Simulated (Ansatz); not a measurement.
# CrIrO4: the cost of one run

Computed with Ansatz 0.2.0 (DFT LDA+U (U = 6 eV, J = 0.5 eV on Cr d, Ir d), plane waves, PAW, no spin–orbit coupling unless a run says so, unless a step's input says otherwise).

## (1) Starting point

Symmetry: Cmmm, No. 65, orthorhombic system. The conventional cell has a = 6.303 Å, b = 6.336 Å, c = 3.065 Å, α = 90.00°, β = 90.00°, γ = 90.00°. Around Cr (site symmetry mmm) lie 6 O at 1.91 to 1.95 Å. Ir (site symmetry mmm) has 6 O at 1.95 to 1.98 Å as nearest neighbours. O (site symmetry 2mm) has 2 Cr at 1.95 Å and 1 Ir at 1.95 Å as nearest neighbours. Around O (site symmetry m2m) lie 1 Cr at 1.91 Å and 2 Ir at 1.98 Å.

Structure file:

```cif
data_structure
_symmetry_space_group_name_H-M 'P 1'
_symmetry_Int_Tables_number 1
_cell_length_a 4.4684
_cell_length_b 4.4684
_cell_length_c 3.0651
_cell_angle_alpha 90.000
_cell_angle_beta 90.000
_cell_angle_gamma 90.303
_cell_volume 61.20
loop_
_atom_site_label
_atom_site_type_symbol
_atom_site_fract_x
_atom_site_fract_y
_atom_site_fract_z
_atom_site_occupancy
Cr1 Cr 0.00000 0.00000 0.50000 1
Ir1 Ir 0.50000 0.50000 0.00000 1
O1 O 0.80925 0.80925 0.00000 1
O2 O 0.69826 0.30174 0.50000 1
O3 O 0.19075 0.19075 0.00000 1
O4 O 0.30174 0.69826 0.50000 1
```

Magnetic order typed: ferromagnetic.

## (2) From atoms, symmetry kept, no search

File input.yaml:

```yaml
crystal:
  lattice:
    - [3.15127595, -3.16799636, 0.0]
    - [3.15127595, 3.16799636, 0.0]
    - [0.0, 0.0, 3.0650749]
  atoms:
    - { symbol: Cr, position: [0.0, 0.0, 0.5], spin: 3.0 }
    - { symbol: Ir, position: [0.5, 0.5, 0.0], spin: 4.0 }
    - { symbol: O, position: [0.80924638, 0.80924638, 0.0] }
    - { symbol: O, position: [0.69826365, 0.30173635, 0.5] }
    - { symbol: O, position: [0.19075362, 0.19075362, 0.0] }
    - { symbol: O, position: [0.30173635, 0.69826365, 0.5] }
basis:
  ecutwfc: 420
  ecutrho_ratio: 4
kpoints:
  mp_grid: { grid: [4, 4, 6] }
hamiltonian:
  xc: lda
  hubbard:
    sites:
      - { site: 0, l: d, u: 6.0, j: 0.5 }
      - { site: 1, l: d, u: 6.0, j: 0.5 }
scf:
  occupations: { method: gaussian, width: 0.05 }
  lower_state_search: "off"
  max_iter: 150
output:
  forces: true
  stress: true
  eigenvalues: true
  populations: true
  hubbard: { sites: [{ site: 0, l: d }, { site: 1, l: d }] }
magnetization:
  spin_polarized: true
```

Launch:

```bash
$ ansatz run input.yaml --threads 4 --pin off --max-ram 6144MiB --backend cpu --events-out ev --progress --plain --runs-dir out
```

**Question.** How long does this run take on 4 threads of Arm Neoverse N1, shared host, and how much memory does it need?

About 8.1 s, with a peak of 0.49 GiB.
